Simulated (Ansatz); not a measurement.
# Ti8C5: properties at the relaxed cell

The task here is to estimate one member of a computed series from the others.

Program: Ansatz 0.2.0. Level of theory: DFT r2SCAN, scalar-relativistic, plane waves, PAW. These are calculated values, not measurements.

**The structure to begin with**

It takes space group R-3m (No. 166, trigonal). The conventional cell has a = 6.121 Å, b = 6.121 Å, c = 14.851 Å, α = 90.00°, β = 90.00°, γ = 120.00°. Ti (site symmetry m) has 4 C at 2.10 to 2.16 Å in its first shell of neighbours. Ti (site symmetry 3m) is surrounded by 3 C at 2.11 Å. C (site symmetry 2/m) has 6 Ti at 2.10 to 2.11 Å in its first shell of neighbours. C (site symmetry -3m) has 6 Ti at 2.16 Å in its first shell of neighbours.

Coordinates:

```cif
data_structure
_symmetry_space_group_name_H-M 'R-3m:H'
_symmetry_Int_Tables_number 166
_cell_length_a 6.1210
_cell_length_b 6.1210
_cell_length_c 14.8514
_cell_angle_alpha 90.000
_cell_angle_beta 90.000
_cell_angle_gamma 120.000
_cell_volume 481.88
loop_
_atom_site_label
_atom_site_type_symbol
_atom_site_symmetry_multiplicity
_atom_site_Wyckoff_symbol
_atom_site_fract_x
_atom_site_fract_y
_atom_site_fract_z
_atom_site_occupancy
Ti1 Ti 18 h 0.16203 0.83797 0.08769 1
Ti2 Ti 6 c 0.33333 0.66667 0.91087 1
C1 C 9 d 0.16667 0.33333 0.83333 1
C2 C 3 b 0.33333 0.66667 0.16667 1
C3 C 3 a 0.00000 0.00000 0.00000 1
```

It goes back to an entry of the Materials Project, which need not be the stable form.

This cell was relaxed beforehand with the same method: volume 12.36 Å³/atom, gap on the mesh none (metal).

Set-up of the first run:

input.yaml reads:

```yaml
crystal:
  lattice:
    - [3.0295693914, 1.7491227036, 4.9004731992]
    - [-3.0295693914, 1.7491227036, 4.9004731992]
    - [0.0, -3.4982454073, 4.9004731992]
  atoms:
    - { symbol: Ti, position: [0.2497241165, 0.763628338, 0.2497241165] }
    - { symbol: Ti, position: [0.2497241165, 0.2497241165, 0.763628338] }
    - { symbol: Ti, position: [0.763628338, 0.2497241165, 0.2497241165] }
    - { symbol: Ti, position: [0.236371662, 0.7502758835, 0.7502758835] }
    - { symbol: Ti, position: [0.7502758835, 0.236371662, 0.7502758835] }
    - { symbol: Ti, position: [0.7502758835, 0.7502758835, 0.236371662] }
    - { symbol: Ti, position: [0.2442004766, 0.2442004766, 0.2442004766] }
    - { symbol: Ti, position: [0.7557995234, 0.7557995234, 0.7557995234] }
    - { symbol: C, position: [0.0, 0.0, 0.5] }
    - { symbol: C, position: [0.5, 0.0, 0.0] }
    - { symbol: C, position: [0.0, 0.5, 0.0] }
    - { symbol: C, position: [0.5, 0.5, 0.5] }
    - { symbol: C, position: [0.0, 0.0, 0.0] }
basis:
  ecutwfc: 500
kpoints:
  mp_grid: { grid: [6, 6, 6] }
hamiltonian:
  xc: r2scan
scf:
  occupations: { method: gaussian, width: 0.1 }
output:
  forces: true
  stress: true
  eigenvalues: true
  write_density: true
  write_potential: true
  elf: true
  volumetric_format: npy
relax:
  adjacent_minimum: "off"
  f_tol: 0.01
  max_steps: 30
  cell: { stress_tol: 0.1, fix: [volume] }
```

The run is started by

```sh
ansatz run input.yaml --threads 4 --pin off --max-ram 10240MiB --backend cpu --events-out ev --progress --plain --runs-dir out
```

Steps of the session up to this table: The cell scaled to 0.97 of its volume; Point at V/V0 = 1.03; The cell scaled to 0.94 of its volume; Point at V/V0 = 1.06; Volume × 0.91; Point at V/V0 = 1.10; The cell scaled to 0.88 of its volume.

One table of the session follows, with a row left open; its other results are not shown here.

It belongs to the step «Energy against volume». 

```
volume (Å³/atom)  energy above the lowest point (meV/atom)  pressure (GPa)
          10.873                                     123.2           29.71
          11.244                                      65.4           20.49
          11.615                                         ?               ?
          11.985                                       6.4            5.80
          12.356                                       0.0            0.00
          12.727                                       6.0           -4.95
          13.097                                      22.5           -9.17
          13.592                                      58.4          -13.82
```

Q: Estimate the row for volume (Å³/atom) = 11.615 from the others.

Worked estimate for «energy above the lowest point (meV/atom)». A straight line through the neighbours (11.244, 65.4) and (11.985, 6.4) gives 65.4 + (6.4 − 65.4) × (11.615 − 11.244) / (11.985 − 11.244) = 35.9; a parabola fitted to 4 rows on both sides gives 27.3.

As computed: energy above the lowest point (meV/atom): 27.4; pressure (GPa): 12.58. In «energy above the lowest point (meV/atom)» the line misses by +8.5 and the parabola by -0.1.
